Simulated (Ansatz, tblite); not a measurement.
# C8H10F6O: rung by rung

One table from this session's results is given with a row withheld; the runs are named, their logs left out.

Method: as each input shows; program: Ansatz 0.2.0, Gaussian basis.

Levels to be run: GFN1-xTB, GFN2-xTB, PBE-D4/def2-TZVP, r2SCAN-D4/def2-TZVP, PBE-D4/def2-SVP, PBE0-D4/def2-SVP, HF/STO-3G, MP2/def2-SVP.

3 further runs of the same task are left out: 3 that didn't finish.

**The structure**

The geometry is that of the singlet, from an earlier relaxation (PBE0-D4/def2-SVP).

SMILES `FCC(F)(F)CCC1(F)CC(F)(F)CO1`, 25 atoms, charge 0, spin multiplicity 1.

Bond lengths: F1–C2 1.365 Å, C2–C3 1.518 Å, C2–H16 1.102 Å, C2–H17 1.101 Å, C3–F4 1.356 Å, C3–F5 1.363 Å, C3–C6 1.508 Å, C6–C7 1.519 Å, C6–H18 1.098 Å, C6–H19 1.100 Å, C7–C8 1.510 Å, C7–H20 1.101 Å, C7–H21 1.101 Å, C8–F9 1.389 Å, C8–C10 1.527 Å, C8–O15 1.384 Å, C10–C11 1.524 Å, C10–H22 1.097 Å and more. Angles: F1–C2–C3 110.2°, F1–C2–H16 109.9°, F1–C2–H17 109.6°, C3–C2–H16 108.5°, C3–C2–H17 109.4°, H16–C2–H17 109.2°, C2–C3–F4 108.9°, C2–C3–F5 106.2°, C2–C3–C6 115.8°, F4–C3–F5 106.7°, F4–C3–C6 108.5°, F5–C3–C6 110.4°, C3–C6–C7 113.7°, C3–C6–H18 107.9°, C3–C6–H19 106.7°, C7–C6–H18 110.3°, C7–C6–H19 110.4°, H18–C6–H19 107.7° and more.

As a file:

```xyz
25
C8H10F6O
F    -3.1139   -1.5724    0.5703
C    -3.4177   -0.6028   -0.3416
C    -2.8452    0.7312    0.1024
F    -3.6112    1.2254    1.1067
F    -2.9921    1.5782   -0.9559
C    -1.4093    0.7093    0.5624
C    -0.4366    0.2233   -0.4977
C     1.0008    0.3676   -0.0586
F     1.2486    1.7093    0.2004
C     2.0694   -0.1137   -1.0373
C     3.1649   -0.6549   -0.1261
F     4.3363    0.0018   -0.2647
F     3.4164   -1.9591   -0.3972
C     2.6017   -0.4894    1.2872
O     1.2117   -0.3453    1.1083
H    -4.5113   -0.5010   -0.4316
H    -2.9968   -0.8742   -1.3225
H    -1.3505    0.0704    1.4541
H    -1.1605    1.7358    0.8692
H    -0.5645    0.7948   -1.4302
H    -0.6068   -0.8412   -0.7221
H     1.6865   -0.9297   -1.6630
H     2.4375    0.7004   -1.6722
H     2.7968   -1.3708    1.9105
H     3.0459    0.4071    1.7490
```

PBE0-D4/def2-TZVP was run before; its log isn't repeated, and its numbers join the tables.

The first run:

Tight binding, by tblite at 300 K electronic temperature and without a spin-polarisation term:

```python
tblite.interface.Calculator('GFN1-xTB', numbers, positions, charge=0, uhf=0).singlepoint()
```

Tight binding, by tblite at 300 K electronic temperature and without a spin-polarisation term:

```python
tblite.interface.Calculator('GFN2-xTB', numbers, positions, charge=0, uhf=0).singlepoint()
```

start.molden holds the orbitals of an earlier run on this state, given as this run's starting guess.

in.yaml reads:

```yaml
crystal:
  periodic: [false, false, false]
  atoms:
    - {symbol: F, position_ang: [-3.113865, -1.572420, 0.570253]}
    - {symbol: C, position_ang: [-3.417682, -0.602822, -0.341566]}
    - {symbol: C, position_ang: [-2.845239, 0.731204, 0.102364]}
    - {symbol: F, position_ang: [-3.611222, 1.225437, 1.106681]}
    - {symbol: F, position_ang: [-2.992143, 1.578239, -0.955873]}
    - {symbol: C, position_ang: [-1.409308, 0.709258, 0.562430]}
    - {symbol: C, position_ang: [-0.436564, 0.223262, -0.497717]}
    - {symbol: C, position_ang: [1.000781, 0.367643, -0.058589]}
    - {symbol: F, position_ang: [1.248643, 1.709320, 0.200441]}
    - {symbol: C, position_ang: [2.069425, -0.113678, -1.037260]}
    - {symbol: C, position_ang: [3.164874, -0.654907, -0.126108]}
    - {symbol: F, position_ang: [4.336344, 0.001846, -0.264688]}
    - {symbol: F, position_ang: [3.416365, -1.959093, -0.397199]}
    - {symbol: C, position_ang: [2.601670, -0.489350, 1.287245]}
    - {symbol: O, position_ang: [1.211670, -0.345335, 1.108335]}
    - {symbol: H, position_ang: [-4.511258, -0.501038, -0.431624]}
    - {symbol: H, position_ang: [-2.996805, -0.874235, -1.322549]}
    - {symbol: H, position_ang: [-1.350492, 0.070439, 1.454085]}
    - {symbol: H, position_ang: [-1.160543, 1.735767, 0.869226]}
    - {symbol: H, position_ang: [-0.564533, 0.794836, -1.430156]}
    - {symbol: H, position_ang: [-0.606827, -0.841231, -0.722059]}
    - {symbol: H, position_ang: [1.686485, -0.929747, -1.662995]}
    - {symbol: H, position_ang: [2.437521, 0.700378, -1.672232]}
    - {symbol: H, position_ang: [2.796761, -1.370816, 1.910547]}
    - {symbol: H, position_ang: [3.045942, 0.407083, 1.748988]}
basis:
  gaussian: {orbitals: def2-TZVP, initial_orbitals: start.molden}
hamiltonian: {xc: pbe, dispersion: d4}
scf: {omitted_lower_state_checks: [starts]}
output: {orbitals: {seedname: orbitals}}
```

Started as:

```sh
$ ansatz run in.yaml --threads 6 --pin off --events-out ev --progress --plain --max-ram 7833MiB
```

Among the steps run: PBE-D4/def2-TZVP; r2SCAN-D4/def2-TZVP; PBE-D4/def2-SVP; PBE0-D4/def2-SVP; HF/STO-3G; MP2/def2-SVP.

One table of the session follows, with a row left open; its other results are not shown here.

It belongs to the step «Binding energy». 

| level | binding an atom (eV) |
| --- | --- |
| HF/STO-3G | 3.506 |
| HF/def2-SVP | 3.192 |
| PBE-D4/def2-SVP | 4.629 |
| PBE-D4/def2-TZVP | 4.537 |
| r2SCAN-D4/def2-TZVP | 4.403 |
| PBE0-D4/def2-SVP | 4.502 |
| PBE0-D4/def2-TZVP | 4.421 |
| MP2/def2-SVP | ? |

Q: Estimate the row for MP2/def2-SVP from the others.

**Answer.** binding an atom (eV): 4.307. In the column «binding an atom (eV)» it lies between HF/STO-3G (3.506) and r2SCAN-D4/def2-TZVP (4.403).

Caveats from the session: Free atoms were run apart at each level; binding is atoms less cluster, divided by the number of atoms, without zero-point or spin-orbit terms.
